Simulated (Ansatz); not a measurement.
**AlGaO (singlet): from Hartree-Fock to the top rungs, cc-pVDZ**

One table from this session's results is given with a row withheld; the runs are named, their logs left out.

Method: cc-pVDZ, core rule «outside noble gas», up to 20 orbitals frozen; program: Ansatz 0.2.0, Gaussian basis.

The runs, in order: UHF; CCSD(T) on RHF; BCCD(T) on RHF; CISD; CCSDT(Q) on RHF.

35 further runs of the same task are left out: 12 for a known fault of the program, 13 that didn't finish, 10 set aside as unsound or not needed.

## What is computed

The geometry is a PBE0/def2-TZVP stationary point (not a proven minimum) of the parent state, kept for this charge and spin. No spin-orbit coupling is included. The filled d shell of Ga may be among the frozen orbitals whatever the setting's name suggests; the logs give the count.

3 atoms, charge 0, spin multiplicity 1.

Atoms are counted from 1 here; the program's logs count them from 0.

Bond lengths: Al1–O2 1.696 Å, O2–Ga3 1.801 Å. Angles: Al1–O2–Ga3 180.0°.

Set-up of the first run:

File in.yaml:

```yaml
crystal:
  periodic: [false, false, false]
  atoms:
    - {symbol: Al, position_ang: [0.000000, 0.000000, 1.730700]}
    - {symbol: O, position_ang: [0.000000, 0.000000, 0.035000]}
    - {symbol: Ga, position_ang: [0.000000, 0.000000, -1.765700]}
basis:
  gaussian: {orbitals: cc-pVDZ}
magnetization: {spin_polarized: true, initial_magnetization: 0}
hamiltonian: {xc: hf}
output: {orbitals: {seedname: orbitals}}
```

The run is started by

```sh
> ansatz run in.yaml --threads 1 --pin off --events-out ev --progress --plain --max-ram 2393MiB
```

Among the steps run: UHF; CCSD(T) on RHF; BCCD(T) on RHF; CISD; CCSDT(Q) on RHF.

One table of the session follows, with a row left open; its other results are not shown here.

It belongs to the step «Misses and costs». 

```
   method  from RCCSDT(Q) (meV)
      RHF               +8358.4
     RMP2                +837.4
    RCCSD                +298.0
 RCCSD(T)                     ?
  BCCD(T)                 +38.8
   RCCSDT                 +32.8
RCCSDT(Q)                     0
```

**Question.** Estimate the row for RCCSD(T).

As computed: from RCCSDT(Q) (meV): +47.3. In the column «from RCCSDT(Q) (meV)» it lies between BCCD(T) (+38.8) and RCCSD (+298.0).

Not comparable, so not listed: CISD (they don't share determinant, frozen orbitals or solution with the rows shown, or repeat one).
